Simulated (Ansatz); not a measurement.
BrH₂Si, SMILES [SiH2]Br: a test of scalar relativity, run with Ansatz's Python interface.

`x2c.py`
```python
'''Scalar relativity in BrH2Si.'''

import ansatz as az
from ase import Atoms
import numpy as np

XC = 'hf'


def main() -> None:
    atoms = Atoms(['Si', 'Br', 'H', 'H'], positions=[
        (-0.0736, -0.2811, -0.397),
        (1.693, -0.3261, 0.8517),
        (-1.3259, -0.6248, 0.403),
        (-0.238, 1.1717, -0.878),
    ])
    mol = az.Crystal.molecule_from_ase(atoms)

    calc = (
        mol.calculation()
        .functional(XC)
        .spin('collinear', total=1)
        .forces()
    )
    # a set contracted for a scalar-relativistic Hamiltonian goes with the relativistic run
    sets = {'none': 'cc-pVTZ', 'scalar': 'cc-pVTZ-DK'}
    found = {kind: calc.basis(gaussian=basis).pseudopotentials(relativity=kind).run(threads=1, backend='cpu').report for kind, basis in sets.items()}
    for kind, each in found.items():
        dipole = 4.803205 * np.linalg.norm(each['charge_distribution']['dipole_moment_e_ang'])
        print(f'{kind:7s} E = {each["free_energy_ev"]:.4f} eV  dipole {dipole:.3f} D  largest force component {np.abs(each["forces_ev_ang"]).max():.4f} eV/A')
    print(f'relativity lowers the total energy by {found["none"]["free_energy_ev"] - found["scalar"]["free_energy_ev"]:.3f} eV')


if __name__ == '__main__':
    main()
```

What does scalar relativity change in the total energy and in the dipole?

The total moves by -886.8 eV, nearly all in the cores, and the dipole from 1.07 to 1.05 D.

What the script printed:

```console
$ python x2c.py
none    E = -77894.6135 eV  dipole 1.067 D  largest force component 1.8530 eV/A
scalar  E = -78781.4022 eV  dipole 1.047 D  largest force component 1.7833 eV/A
relativity lowers the total energy by 886.789 eV
```

Caveats:
- Total energies depend on the basis set; only differences at equal settings carry meaning.
- The geometry is a force-field or estimated start, not a minimum of this method. The basis set changes with the Hamiltonian (a set recontracted for scalar relativity), and most of the change in the total lies in the cores.
- The species is open-shell (spin multiplicity 2).
- The whole script took 9 s on 1 thread of Arm Neoverse N1, with other jobs on the host, peak memory 0.27 GiB.
